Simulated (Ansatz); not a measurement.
# Sn2PdS4: the cost of one run

Computed with Ansatz 0.2.0 (DFT PBE, scalar-relativistic, plane waves, PAW, unless a step's input says otherwise).

### Step 1. The system as given

The structure is tetragonal, space group I4/mmm (No. 139). Conventional cell: a = 4.851 Å, b = 4.851 Å, c = 14.350 Å, α = 90.00°, β = 90.00°, γ = 90.00°. Sn (site symmetry 4mm) has 1 S at 2.42 Å as nearest neighbours. Pd (site symmetry 4/mmm) has 6 S at 2.43 to 2.45 Å as nearest neighbours. S (site symmetry 4mm) has 1 Sn at 2.42 Å and 1 Pd at 2.45 Å as nearest neighbours. S (site symmetry mmm) is surrounded by 2 Pd at 2.43 Å.

Structure file:

```
Sn Pd S
1.0
    -2.42550    2.42550    7.17500
     2.42550   -2.42550    7.17500
     2.42550    2.42550   -7.17500
Sn Pd S
2 1 4
Direct
  0.33972 0.33972 0.00000
  0.66028 0.66028 0.00000
  0.00000 0.00000 0.00000
  0.82927 0.82927 0.00000
  0.00000 0.50000 0.50000
  0.50000 0.00000 0.50000
  0.17073 0.17073 0.00000
```

Recipe of the guess: perovskite family, Ruddlesden-Popper layers, n = 1 (I4/mmm, No. 139). The dimensions are guesses.

### Step 2. A first look at the guess

The input, input.yaml:

```yaml
crystal:
  lattice:
    - [-2.4255, 2.4255, 7.175]
    - [2.4255, -2.4255, 7.175]
    - [2.4255, 2.4255, -7.175]
  atoms:
    - { symbol: Sn, position: [0.33972125, 0.33972125, 0.0] }
    - { symbol: Sn, position: [0.66027875, 0.66027875, 0.0] }
    - { symbol: Pd, position: [0.0, 0.0, 0.0] }
    - { symbol: S, position: [0.82926829, 0.82926829, 0.0] }
    - { symbol: S, position: [0.0, 0.5, 0.5] }
    - { symbol: S, position: [0.5, 0.0, 0.5] }
    - { symbol: S, position: [0.17073171, 0.17073171, 0.0] }
basis:
  ecutwfc: 420
kpoints:
  mp_grid: { grid: [6, 6, 6] }
hamiltonian:
  xc: pbe
scf:
  occupations: { method: gaussian, width: 0.1 }
  lower_state_search: "off"
output:
  forces: true
  stress: true
  eigenvalues: true
```

The run is started by

```
ansatz run input.yaml --threads 1 --pin off --max-ram 2560MiB --backend cpu --events-out ev --progress --plain --runs-dir out
```

What time and memory should one allow on 1 thread of Arm Neoverse V2, shared host?

About 9.9 s, with a peak of 0.49 GiB.
